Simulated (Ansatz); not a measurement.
# CdSe: the cost of one run

Computed with Ansatz 0.2.0 (DFT r²SCAN, frozen-core PAW, scalar-relativistic unless said, unless a step's input says otherwise).

## Step 1: The structure to begin with

Symmetry: F-43m, No. 216, cubic system. The conventional cell has a = 6.141 Å, b = 6.141 Å, c = 6.141 Å, α = 90.00°, β = 90.00°, γ = 90.00°. Cd (site symmetry -43m) has 4 Se at 2.66 Å as nearest neighbours. Se (site symmetry -43m) is surrounded by 4 Cd at 2.66 Å.

Structure file:

```
Cd Se
1.0
     0.00000    3.07027    3.07027
     3.07027    0.00000    3.07027
     3.07027    3.07027    0.00000
Cd Se
1 1
Direct
  0.00000 0.00000 0.00000
  0.75000 0.75000 0.75000
```

Cartesian axes are those of the input's lattice vectors. The structure goes back to a database entry.

## Step 2: Cell and atoms relaxed, PAW

Input file input.yaml:

```yaml
crystal:
  lattice:
    - [0.0, 3.0702711986, 3.0702711986]
    - [3.0702711986, 0.0, 3.0702711986]
    - [3.0702711986, 3.0702711986, 0.0]
  atoms:
    - { symbol: Cd, position: [0.0, 0.0, 0.0] }
    - { symbol: Se, position: [0.75, 0.75, 0.75] }
kpoints:
  mp_grid: { grid: [10, 10, 10] }
scf:
  occupations: { method: fermi_dirac, width: 0.08 }
hamiltonian:
  xc: r2scan
  pseudopotentials: { kind: paw }
relax:
  f_tol: 0.002
  max_steps: 80
  cell: {}
output:
  forces: true
  stress: true
```

Launch:

```
ansatz run input.yaml --threads 1 --pin off --max-ram 3072MiB --backend cpu --events-out ev --progress --plain --runs-dir out
```

**Question.** How long does this run take on 1 thread of Arm Neoverse V1, shared host, and how much memory does it need?

About 42 s, with a peak of 0.53 GiB.
